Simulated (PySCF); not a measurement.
# C6H13NOSi: geometry, NMR shifts, electronic excitations and core binding energies, part 2 of 2

PySCF 2.14.0. Atoms count from 0. The steps go on from the part before.

## Step 5: X-ray photoelectron lines: SCAN, X2C

The job: settings as JSON, then the geometry in Å.

```
{"job": {"kind": "xps"}, "charge": 0, "multiplicity": 1}
C      1.945738    -2.057469    -0.647368
C      1.570722    -1.681126     0.580229
Si     0.592541    -0.122711     0.912666
N      1.517677     1.309870     0.389554
C      2.715015     1.587078     0.971379
O      3.200547     0.910477     1.849594
C     -1.007771    -0.067846    -0.094993
C     -1.848922    -1.317810     0.163114
C     -1.803378     1.209535     0.172783
H      2.527001    -2.969237    -0.825218
H      1.701969    -1.466463    -1.538970
H      1.861704    -2.313056     1.428352
H      0.283161    -0.007430     2.367324
H      1.196988     1.944050    -0.333753
H      3.220136     2.500194     0.571285
H     -0.698563    -0.076146    -1.158365
H     -2.163650    -1.376295     1.218719
H     -2.766359    -1.312530    -0.448722
H     -1.295036    -2.239953    -0.070022
H     -2.115374     1.267516     1.228716
H     -2.719240     1.244471    -0.440701
H     -1.228065     2.123425    -0.044518
```

With the program's defaults for keys left out, this is: delta-SCF UKS SCAN, pcX-2 on the ionised atom, pcseg-1 elsewhere, spin-free X2C.

Standard output:

```text
ground state, core basis on atom 0 (C), 226 functions
  cycle   1  E = -656.22143930  |g| = 9.33e-01
  cycle   2  E = -655.33380593  |g| = 2.16e+00
  cycle   3  E = -656.36379058  |g| = 5.08e-01
  cycle   4  E = -656.42321592  |g| = 1.05e-01
  cycle   5  E = -656.42491240  |g| = 5.91e-02
  cycle   6  E = -656.42573152  |g| = 1.27e-02
  cycle   7  E = -656.42576361  |g| = 6.47e-03
  cycle   8  E = -656.42577393  |g| = 1.82e-03
  cycle   9  E = -656.42577267  |g| = 5.93e-04
  cycle  10  E = -656.42577296  |g| = 1.32e-04
  E(ground) = -656.48010015 Eh
hole in C 1s of atom 0
  cycle   1  E = -645.16975498  |g| = 1.50e+00
  cycle   2  E = -642.93208936  |g| = 2.24e+00
  cycle   3  E = -645.17073700  |g| = 1.07e+00
  cycle   4  E = -645.66593449  |g| = 4.34e-01
  cycle   5  E = -645.71850199  |g| = 2.87e-01
  cycle   6  E = -645.75198637  |g| = 1.07e-01
  cycle   7  E = -645.75682321  |g| = 3.03e-02
  cycle   8  E = -645.75740499  |g| = 9.67e-03
  cycle   9  E = -645.75745340  |g| = 6.69e-03
  cycle  10  E = -645.75748183  |g| = 2.28e-03
  cycle  11  E = -645.75748842  |g| = 1.63e-03
  cycle  12  E = -645.75749097  |g| = 5.64e-04
  cycle  13  E = -645.75749152  |g| = 2.63e-04
  E(ion) = -645.81115646 Eh   <S^2> = 0.7940   hole on atom = 1.000   binding energy = 290.317 eV
ground state, core basis on atom 1 (C), 226 functions
  cycle   1  E = -656.42622234  |g| = 6.27e-02
  cycle   2  E = -656.42523044  |g| = 6.76e-02
  cycle   3  E = -656.42603647  |g| = 3.95e-02
  cycle   4  E = -656.42647101  |g| = 5.74e-03
  cycle   5  E = -656.42647741  |g| = 2.32e-03
  cycle   6  E = -656.42647640  |g| = 4.46e-04
  E(ground) = -656.48089439 Eh
hole in C 1s of atom 1
  cycle   1  E = -645.18468799  |g| = 1.51e+00
  cycle   2  E = -642.69506074  |g| = 2.29e+00
  cycle   3  E = -645.21617516  |g| = 1.04e+00
  cycle   4  E = -645.67338877  |g| = 4.60e-01
  cycle   5  E = -645.73320998  |g| = 2.93e-01
  cycle   6  E = -645.76661484  |g| = 1.05e-01
  cycle   7  E = -645.77126866  |g| = 3.31e-02
  cycle   8  E = -645.77200382  |g| = 9.15e-03
  cycle   9  E = -645.77208778  |g| = 5.85e-03
  cycle  10  E = -645.77213834  |g| = 3.73e-03
  cycle  11  E = -645.77217405  |g| = 3.01e-03
  cycle  12  E = -645.77220285  |g| = 1.67e-03
  cycle  13  E = -645.77221233  |g| = 9.95e-04
  cycle  14  E = -645.77221811  |g| = 5.22e-04
  cycle  15  E = -645.77221630  |g| = 1.99e-04
  E(ion) = -645.82589195 Eh   <S^2> = 0.8219   hole on atom = 1.000   binding energy = 289.937 eV
ground state, core basis on atom 2 (Si), 237 functions
  cycle   1  E = -656.52418073  |g| = 2.87e-01
  cycle   2  E = -656.52376808  |g| = 5.84e-02
  cycle   3  E = -656.52171022  |g| = 1.00e-01
  cycle   4  E = -656.52441192  |g| = 1.77e-02
  cycle   5  E = -656.52447425  |g| = 4.73e-03
  cycle   6  E = -656.52447810  |g| = 1.37e-03
  cycle   7  E = -656.52447780  |g| = 2.39e-04
  E(ground) = -656.53747251 Eh
hole in Si 1s of atom 2
  cycle   1  E = -587.59045840  |g| = 4.35e+00
  cycle   2  E = -586.90492887  |g| = 2.50e+00
  cycle   3  E = -587.19152540  |g| = 1.59e+00
  cycle   4  E = -588.43920338  |g| = 7.08e-01
  cycle   5  E = -588.58834479  |g| = 3.99e-01
  cycle   6  E = -588.64935000  |g| = 1.56e-01
  cycle   7  E = -588.65869662  |g| = 6.16e-02
  cycle   8  E = -588.66045477  |g| = 1.98e-02
  cycle   9  E = -588.66065580  |g| = 6.19e-03
  cycle  10  E = -588.66067296  |g| = 2.26e-03
  cycle  11  E = -588.66067575  |g| = 5.71e-04
  cycle  12  E = -588.66067589  |g| = 2.80e-04
  E(ion) = -588.68164435 Eh   <S^2> = 0.7522   hole on atom = 1.000   binding energy = 1846.451 eV
hole in Si 2p of atom 2
  cycle   1  E = -652.25046684  |g| = 1.25e+00
  cycle   2  E = -651.69515148  |g| = 1.44e+00
  cycle   3  E = -652.39550796  |g| = 6.01e-01
  cycle   4  E = -652.55263407  |g| = 2.82e-01
  cycle   5  E = -652.57984296  |g| = 1.26e-01
  cycle   6  E = -652.58537588  |g| = 5.71e-02
  cycle   7  E = -652.58695430  |g| = 1.55e-02
  cycle   8  E = -652.58707875  |g| = 4.27e-03
  cycle   9  E = -652.58708644  |g| = 1.37e-03
  cycle  10  E = -652.58708920  |g| = 5.04e-04
  cycle  11  E = -652.58708878  |g| = 1.16e-04
  E(ion) = -652.61126608 Eh   <S^2> = 0.7517   hole on atom = 1.003   binding energy = 106.838 eV
  2p3/2 = 106.598 eV   2p1/2 = 107.222 eV
ground state, core basis on atom 3 (N), 226 functions
  cycle   1  E = -656.43901348  |g| = 7.61e-02
  cycle   2  E = -656.43901352  |g| = 2.47e-02
  cycle   3  E = -656.43902870  |g| = 2.48e-02
  cycle   4  E = -656.43915912  |g| = 6.50e-03
  cycle   5  E = -656.43916801  |g| = 1.57e-03
  cycle   6  E = -656.43916753  |g| = 5.45e-04
  cycle   7  E = -656.43916944  |g| = 1.38e-04
  E(ground) = -656.49165429 Eh
hole in N 1s of atom 3
  cycle   1  E = -640.83611631  |g| = 1.87e+00
  cycle   2  E = -638.91230106  |g| = 2.66e+00
  cycle   3  E = -641.19879136  |g| = 8.78e-01
  cycle   4  E = -641.32872284  |g| = 7.41e-01
  cycle   5  E = -641.53472960  |g| = 1.81e-01
  cycle   6  E = -641.54956140  |g| = 5.86e-02
  cycle   7  E = -641.55118029  |g| = 2.01e-02
  cycle   8  E = -641.55131530  |g| = 1.37e-02
  cycle   9  E = -641.55142485  |g| = 2.53e-03
  cycle  10  E = -641.55142764  |g| = 1.24e-03
  cycle  11  E = -641.55142982  |g| = 5.62e-04
  cycle  12  E = -641.55143030  |g| = 3.89e-04
  E(ion) = -641.60213821 Eh   <S^2> = 0.7660   hole on atom = 1.000   binding energy = 405.164 eV
ground state, core basis on atom 4 (C), 226 functions
  cycle   1  E = -656.42943111  |g| = 5.66e-02
  cycle   2  E = -656.42941207  |g| = 1.57e-02
  cycle   3  E = -656.42921578  |g| = 3.45e-02
  cycle   4  E = -656.42945798  |g| = 3.12e-03
  cycle   5  E = -656.42946241  |g| = 8.03e-04
  cycle   6  E = -656.42946285  |g| = 2.72e-04
  E(ground) = -656.48378208 Eh
hole in C 1s of atom 4
  cycle   1  E = -645.08619802  |g| = 1.50e+00
  cycle   2  E = -642.97801160  |g| = 2.35e+00
  cycle   3  E = -645.36454058  |g| = 6.83e-01
  cycle   4  E = -645.47964494  |g| = 5.89e-01
  cycle   5  E = -645.54653570  |g| = 4.55e-01
  cycle   6  E = -645.63542674  |g| = 1.11e-01
  cycle   7  E = -645.64110416  |g| = 3.06e-02
  cycle   8  E = -645.64150123  |g| = 1.37e-02
  cycle   9  E = -645.64159800  |g| = 5.55e-03
  cycle  10  E = -645.64161640  |g| = 2.85e-03
  cycle  11  E = -645.64162366  |g| = 1.44e-03
  cycle  12  E = -645.64162791  |g| = 1.07e-03
  cycle  13  E = -645.64162966  |g| = 6.40e-04
  cycle  14  E = -645.64163107  |g| = 4.57e-04
  E(ion) = -645.69432000 Eh   <S^2> = 0.7929   hole on atom = 1.000   binding energy = 293.596 eV
ground state, core basis on atom 5 (O), 226 functions
  cycle   1  E = -656.45305569  |g| = 9.77e-02
  cycle   2  E = -656.45157549  |g| = 9.45e-02
  cycle   3  E = -656.45184545  |g| = 8.70e-02
  cycle   4  E = -656.45330712  |g| = 8.02e-03
  cycle   5  E = -656.45332441  |g| = 6.66e-04
  cycle   6  E = -656.45332173  |g| = 3.73e-04
  E(ground) = -656.50519873 Eh
hole in O 1s of atom 5
  cycle   1  E = -635.87834265  |g| = 2.22e+00
  cycle   2  E = -634.46674260  |g| = 2.35e+00
  cycle   3  E = -636.29354548  |g| = 8.48e-01
  cycle   4  E = -636.66525329  |g| = 3.60e-01
  cycle   5  E = -636.71136428  |g| = 1.07e-01
  cycle   6  E = -636.71419721  |g| = 7.41e-02
  cycle   7  E = -636.71687130  |g| = 1.57e-02
  cycle   8  E = -636.71698948  |g| = 6.55e-03
  cycle   9  E = -636.71701267  |g| = 1.61e-03
  cycle  10  E = -636.71701521  |g| = 1.19e-03
  cycle  11  E = -636.71701717  |g| = 8.12e-04
  cycle  12  E = -636.71701803  |g| = 5.77e-04
  cycle  13  E = -636.71701799  |g| = 2.15e-04
  E(ion) = -636.77030414 Eh   <S^2> = 0.7661   hole on atom = 1.000   binding energy = 537.014 eV
ground state, core basis on atom 6 (C), 226 functions
  cycle   1  E = -656.42513252  |g| = 8.36e-02
  cycle   2  E = -656.42081708  |g| = 1.58e-01
  cycle   3  E = -656.42566689  |g| = 3.23e-02
  cycle   4  E = -656.42585537  |g| = 1.16e-02
  cycle   5  E = -656.42588872  |g| = 1.76e-03
  cycle   6  E = -656.42588986  |g| = 5.94e-04
  cycle   7  E = -656.42589078  |g| = 2.19e-04
  E(ground) = -656.48018079 Eh
hole in C 1s of atom 6
  cycle   1  E = -645.17691724  |g| = 1.52e+00
  cycle   2  E = -641.70986439  |g| = 2.69e+00
  cycle   3  E = -645.29869300  |g| = 9.72e-01
  cycle   4  E = -645.61943634  |g| = 5.82e-01
  cycle   5  E = -645.73098432  |g| = 2.68e-01
  cycle   6  E = -645.76095328  |g| = 6.13e-02
  cycle   7  E = -645.76273358  |g| = 9.75e-03
  cycle   8  E = -645.76278276  |g| = 4.74e-03
  cycle   9  E = -645.76279386  |g| = 2.77e-03
  cycle  10  E = -645.76279653  |g| = 1.64e-03
  cycle  11  E = -645.76279876  |g| = 6.02e-04
  cycle  12  E = -645.76279866  |g| = 2.88e-04
  E(ion) = -645.81605904 Eh   <S^2> = 0.7694   hole on atom = 1.000   binding energy = 290.186 eV
ground state, core basis on atom 7 (C), 226 functions
  cycle   1  E = -656.42428544  |g| = 5.73e-02
  cycle   2  E = -656.42424258  |g| = 2.06e-02
  cycle   3  E = -656.42423526  |g| = 2.12e-02
  cycle   4  E = -656.42434022  |g| = 5.15e-03
  cycle   5  E = -656.42434719  |g| = 5.01e-04
  cycle   6  E = -656.42434725  |g| = 1.52e-04
  E(ground) = -656.47835836 Eh
hole in C 1s of atom 7
  cycle   1  E = -645.18227857  |g| = 1.51e+00
  cycle   2  E = -641.75400269  |g| = 2.58e+00
  cycle   3  E = -645.31358948  |g| = 9.36e-01
  cycle   4  E = -645.60588185  |g| = 5.77e-01
  cycle   5  E = -645.70807106  |g| = 2.92e-01
  cycle   6  E = -645.74491665  |g| = 7.03e-02
  cycle   7  E = -645.74699178  |g| = 1.99e-02
  cycle   8  E = -645.74716885  |g| = 7.56e-03
  cycle   9  E = -645.74719532  |g| = 3.26e-03
  cycle  10  E = -645.74719925  |g| = 1.95e-03
  cycle  11  E = -645.74720173  |g| = 8.70e-04
  cycle  12  E = -645.74720169  |g| = 3.65e-04
  E(ion) = -645.80020611 Eh   <S^2> = 0.7683   hole on atom = 1.000   binding energy = 290.567 eV
ground state, core basis on atom 8 (C), 226 functions
  cycle   1  E = -656.42416458  |g| = 5.72e-02
  cycle   2  E = -656.42411703  |g| = 2.13e-02
  cycle   3  E = -656.42412260  |g| = 2.10e-02
  cycle   4  E = -656.42423299  |g| = 2.04e-03
  cycle   5  E = -656.42423563  |g| = 8.22e-04
  cycle   6  E = -656.42423500  |g| = 1.38e-04
  E(ground) = -656.47828028 Eh
hole in C 1s of atom 8
  cycle   1  E = -645.17734674  |g| = 1.51e+00
  cycle   2  E = -642.31465739  |g| = 2.51e+00
  cycle   3  E = -645.30314247  |g| = 9.51e-01
  cycle   4  E = -645.59692933  |g| = 5.88e-01
  cycle   5  E = -645.71697014  |g| = 2.39e-01
  cycle   6  E = -645.74087228  |g| = 6.20e-02
  cycle   7  E = -645.74263325  |g| = 1.43e-02
  cycle   8  E = -645.74273189  |g| = 6.69e-03
  cycle   9  E = -645.74275794  |g| = 1.93e-03
  cycle  10  E = -645.74276034  |g| = 1.39e-03
  cycle  11  E = -645.74276105  |g| = 9.38e-04
  cycle  12  E = -645.74276041  |g| = 2.73e-04
  E(ion) = -645.79575846 Eh   <S^2> = 0.7684   hole on atom = 1.000   binding energy = 290.686 eV
```

Wall time 2.5 min (1 thread, shared host).

The holes in one table. −ε is the ground-state orbital energy:

| hole | stands for | environment | ΔSCF (eV; 2p as the shell's mean) | −ε (eV) | ⟨S²⟩ |
| --- | --- | --- | --- | --- | --- |
| C1s on C0 | C0 | terminal =CH2 carbon | 290.32 | 273.9 | 0.794 |
| C1s on C1 | C1 | alkene CH | 289.94 | 273.5 | 0.822 |
| Si1s on Si2 | Si2 | silicon bonded to 2 C, N, H | 1846.45 | 1793.6 | 0.752 |
| Si2p on Si2 | Si2 | silicon bonded to 2 C, N, H | 106.81 | 96.4 | 0.752 |
| N1s on N3 | N3 | amide-type nitrogen | 405.16 | 386.4 | 0.766 |
| C1s on C4 | C4 | amide carbonyl carbon | 293.60 | 276.3 | 0.793 |
| O1s on O5 | O5 | amide-type carbonyl oxygen | 537.01 | 515.8 | 0.766 |
| C1s on C6 | C6 | sp3 CH bonded to Si | 290.19 | 273.7 | 0.769 |
| C1s on C7 | C7 | methyl carbon | 290.57 | 273.6 | 0.768 |
| C1s on C8 | C8 | methyl carbon | 290.69 | 273.7 | 0.768 |

With the spin-orbit splitting: Si2 2p3/2 106.60, 2p1/2 107.22 eV. The table gives each 2p level as the mean over the whole 2p shell (two parts 2p3/2, one part 2p1/2), which differs a little from the single hole in the log.

## Step 6: Summary of results

This closing draws on all 2 parts.

| quantity | value |
| --- | --- |
| point group | C1 |
| rotational constants (main isotopes) | 1.81, 0.98, 0.72 GHz |
| ¹³C shifts against TMS (PBE0/pcSseg-1) | 166.7, 145.4, 143.2, 19.6, 18.1, 13.5 ppm |
| ¹H shifts against TMS (PBE0/pcSseg-1, means over atoms taken as alike) | 8.18, 6.76, 6.41, 6.03, 4.65, 4.15, 1.07, 1.03, 0.70 ppm |
| ²⁹Si shifts against TMS (PBE0/pcSseg-1) | -20.2 ppm |
| ¹⁵N shifts against NH3 (PBE0/pcSseg-1) | 135.3 ppm |
| ¹⁷O shifts against H2O (PBE0/pcSseg-1) | 464.2 ppm |
| lowest singlet (PBE0/def2-SVPD) | 5.53 eV (224 nm), f = 0.001 |
| brightest single state of those computed | state 9, 7.11 eV, f = 0.140 |
| lowest triplet | 4.05 eV |
| vertical ionisation energy (ΔSCF) | 9.26 eV |
| C1s binding energies, SCAN/pcX-2 | C4 293.60, C8 290.69, C7 290.57, C0 290.32, C6 290.19, C1 289.94 eV |
| Si1s binding energies, SCAN/pcX-2 | Si2 1846.45 eV |
| Si2p binding energies, SCAN/pcX-2 | Si2 106.81 eV |
| N1s binding energies, SCAN/pcX-2 | N3 405.16 eV |
| O1s binding energies, SCAN/pcX-2 | O5 537.01 eV |

Over 6 steps the energy fell by 0.120 eV; of the close pairs, Si2–H12 changed most, 1.463 to 1.492 Å. At PBE0/pcSseg-1: The widest tensor belongs to O5: span 721 ppm, with a paramagnetic part of -531 ppm. The lowest singlet, at 5.53 eV, is HOMO→LUMO+1 0.72, HOMO−1→LUMO+1 0.10 and is dark; of the 10 states computed, the strongest absorption comes from state 9 at 7.11 eV. The lowest triplet lies 1.48 eV below the lowest singlet (triplets in Tamm-Dancoff, singlets in full TDDFT). The orbital energy would give 7.54 eV for ionisation, ΔSCF gives 9.26 eV. C4 (amide carbonyl carbon) binds its C1s electron 3.66 eV more tightly than C1 (alkene CH).
